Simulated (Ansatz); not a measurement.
# La3In (Pm-3m): equation of state with a fit from a Python script

Where is the equilibrium volume of La3In (Pm-3m), and how stiff is it? A script is to give an equation of state with a fit; the system is La3In (Pm-3m).

The COD entry's cell or inner coordinates are ideal or old and differ from later refinements, so a difference from it is no clean test against experiment.

Computed with the Python package of Ansatz 0.2.0. Level of theory: DFT r2SCAN, plane waves, PAW.

## Step 1: The system

The structure is cubic, space group Pm-3m (No. 221). Conventional cell: a = 5.110 Å, b = 5.110 Å, c = 5.110 Å, α = 90.00°, β = 90.00°, γ = 90.00°. La (site symmetry 4/mmm) has 8 La at 3.61 Å and 4 In at 3.61 Å as nearest neighbours. In (site symmetry m-3m) has 12 La at 3.61 Å as nearest neighbours.

No structure file is read: the coordinates are typed or built in the script.

## Step 2: The code

la3in_eos.py reads:

```python
"""Bulk modulus of La3In from an E(V) curve."""

import ansatz
from ase.eos import EquationOfState
from ase.units import GPa
import numpy as np

vectors0 = np.array([
    [5.11, 0.0, 0.0],
    [0.0, 5.11, 0.0],
    [0.0, 0.0, 5.11],
])
sites = [
    ("La", (0.0, 0.5, 0.5)),
    ("La", (0.5, 0.0, 0.5)),
    ("La", (0.5, 0.5, 0.0)),
    ("In", (0.0, 0.0, 0.0)),
]


def build(cell):
    crystal = ansatz.Crystal(lattice=ansatz.Lattice.of(cell))
    for symbol, position in sites:
        crystal = crystal.atom(symbol, position)
    return crystal

# uniform scaling of the cell
volumes, energies = [], []
for scale in np.linspace(0.88, 1.12, 7):
    cell = vectors0 * scale ** (1 / 3)
    calc = build(cell).calculation()
    calc = calc.basis(39 * ansatz.Ry)
    calc = calc.occupations("cold")
    calc = calc.functional(ansatz.Functional.R2SCAN).kpoints(5, 5, 5)
    summary = calc.run().report
    volumes.append(abs(np.linalg.det(cell)) / len(sites))
    energies.append(summary["free_energy_ev"] / len(sites))
    print(f"V = {volumes[-1]:8.4f} A^3/atom  F = {energies[-1]:.5f} eV/atom")

eos = EquationOfState(volumes, energies, eos="birchmurnaghan")
v0, e0, bulk = eos.fit()
print(f"V0 = {v0:.4f} A^3/atom, E0 = {e0:.5f} eV/atom, B = {bulk / GPa:.1f} GPa")
```

## Step 3: The calls as engine input

The engine receives this input (first run):

```yaml
crystal:
  lattice:
    - [4.896831093918165, 0.0, 0.0]
    - [0.0, 4.896831093918165, 0.0]
    - [0.0, 0.0, 4.896831093918165]
  atoms:
    - { symbol: La, position: [0.0, 0.5, 0.5] }
    - { symbol: La, position: [0.5, 0.0, 0.5] }
    - { symbol: La, position: [0.5, 0.5, 0.0] }
    - { symbol: In, position: [0.0, 0.0, 0.0] }
basis:
  ecutwfc: 530.622031796766
kpoints:
  mp_grid:
    grid: [5, 5, 5]
hamiltonian:
  xc: r2scan
scf:
  occupations:
    method: cold
```

## Step 4: The run

Started as:

```
$ python la3in_eos.py
```

**Question.** Estimate the equilibrium volume and the bulk modulus.

**Answer**, as computed:

| quantity | value |
| --- | --- |
| runs compared | 7 |
| range of energy | 65.59 meV/atom |
| lowest point, volume (Å³/atom) | 33.358 |
| equilibrium volume (fit) | 32.73 Å³/atom |
| bulk modulus (fit) | 40 GPa |

A third-order Birch-Murnaghan fit through the 7 points has its minimum at 32.73 Å³ an atom, 1.9 % below the typed cell, with a bulk modulus of 40 GPa and dB/dP = 3.5. From that minimum the energy rises by 51.2 meV an atom on the compressed side and 67.1 meV on the expanded side. Notes:
- The mesh is modest for a metal, so energies can be off by several to tens of meV an atom and pressures by half a GPa or more; differences at equal mesh fare better.
- Of the deposited cell: the entry's cell lengths or inner coordinates differ somewhat from later room-temperature determinations.
